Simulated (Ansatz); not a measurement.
**C6H16BN: how energies converge with the basis set**

How large a basis does C6H16BN need? Two functionals are run in growing sets.

Program: Ansatz 0.2.0, Gaussian basis. Level of theory: one geometry, several basis sets. These are calculated values, not measurements.

Plan: PBE0-D4/def2-SVP; ωB97M-V/def2-SVP; PBE0-D4/def2-QZVPP; ωB97M-V/def2-QZVPP; the functionals' def2-TZVPP values are taken from earlier runs.

### Step 1. The geometry

All runs share one geometry, relaxed beforehand with PBE0-D4 in a triple-zeta def2 set.

SMILES `BN(CC)C(C)(C)C`, 24 atoms, charge 0, spin multiplicity 1.

Atoms are counted from 1 here; the program's logs count them from 0.

Bond lengths: B1–N2 1.388 Å, B1–H9 1.200 Å, B1–H10 1.192 Å, N2–C3 1.466 Å, N2–C5 1.478 Å, C3–C4 1.518 Å, C3–H11 1.092 Å, C3–H12 1.091 Å, C4–H13 1.093 Å, C4–H14 1.092 Å, C4–H15 1.091 Å, C5–C6 1.531 Å, C5–C7 1.530 Å, C5–C8 1.522 Å, C6–H16 1.092 Å, C6–H17 1.092 Å, C6–H18 1.092 Å, C7–H19 1.092 Å and more. Angles: N2–B1–H9 117.4°, N2–B1–H10 122.5°, H9–B1–H10 120.1°, B1–N2–C3 117.8°, B1–N2–C5 126.1°, C3–N2–C5 116.1°, N2–C3–C4 113.4°, N2–C3–H11 108.3°, N2–C3–H12 109.6°, C4–C3–H11 109.2°, C4–C3–H12 109.8°, H11–C3–H12 106.2°, C3–C4–H13 110.4°, C3–C4–H14 110.2°, C3–C4–H15 111.7°, H13–C4–H14 108.2°, H13–C4–H15 108.2°, H14–C4–H15 108.1° and more.

### Step 2. PBE0-D4 in def2-SVP

Input file in.yaml:

```yaml
crystal:
  periodic: [false, false, false]
  atoms:
    - {symbol: B, position_ang: [-1.038417, -1.678295, 0.679910]}
    - {symbol: N, position_ang: [-0.158588, -0.639398, 0.411343]}
    - {symbol: C, position_ang: [0.728089, -0.197193, 1.492485]}
    - {symbol: C, position_ang: [0.028558, 0.659388, 2.532014]}
    - {symbol: C, position_ang: [0.001939, 0.053795, -0.884664]}
    - {symbol: C, position_ang: [1.362718, -0.303895, -1.487152]}
    - {symbol: C, position_ang: [-0.099544, 1.568486, -0.697183]}
    - {symbol: C, position_ang: [-1.078725, -0.369706, -1.868570]}
    - {symbol: H, position_ang: [-1.002865, -2.162277, 1.777136]}
    - {symbol: H, position_ang: [-1.807545, -2.092735, -0.130862]}
    - {symbol: H, position_ang: [1.145215, -1.082157, 1.977539]}
    - {symbol: H, position_ang: [1.575033, 0.348034, 1.072387]}
    - {symbol: H, position_ang: [0.727483, 0.946700, 3.322188]}
    - {symbol: H, position_ang: [-0.792171, 0.102889, 2.988957]}
    - {symbol: H, position_ang: [-0.383152, 1.569721, 2.093138]}
    - {symbol: H, position_ang: [2.192360, 0.005905, -0.848955]}
    - {symbol: H, position_ang: [1.488856, 0.191001, -2.452848]}
    - {symbol: H, position_ang: [1.434721, -1.382670, -1.640556]}
    - {symbol: H, position_ang: [-1.075037, 1.840911, -0.288623]}
    - {symbol: H, position_ang: [0.016788, 2.066037, -1.662310]}
    - {symbol: H, position_ang: [0.673898, 1.958584, -0.033448]}
    - {symbol: H, position_ang: [-0.947083, 0.191166, -2.796256]}
    - {symbol: H, position_ang: [-1.020688, -1.432914, -2.102883]}
    - {symbol: H, position_ang: [-2.076839, -0.161574, -1.479288]}
basis:
  gaussian: {orbitals: def2-SVP}
hamiltonian: {xc: pbe0, dispersion: d4}
output: {orbitals: {seedname: orbitals}}
```

The run is started by

```console
$ ansatz run in.yaml --threads 4 --pin off --events-out ev --progress --plain --max-ram 66560MiB --backend cpu
```

After this run come: ωB97M-V in def2-SVP; PBE0-D4 in def2-QZVPP; ωB97M-V in def2-QZVPP.

Before running them: what should the planned runs give, taken together? Wanted: PBE0-D4: double and triple zeta above quadruple; ωB97M-V: double and triple zeta above quadruple.

**Answer**, as computed:

| quantity | value |
| --- | --- |
| PBE0-D4: double and triple zeta above quadruple | 9.79, 0.50 eV |
| ωB97M-V: double and triple zeta above quadruple | 10.40, 0.48 eV |

For PBE0-D4 the step from double to triple zeta gains 9.30 eV and the next only 0.50 eV. Total energies overstate the basis error of differences, where much of it tends to cancel. The LUMO of ωB97M-V is positive and keeps falling with the basis (2.43 to 1.50 eV): an unbound level that the basis holds in place.
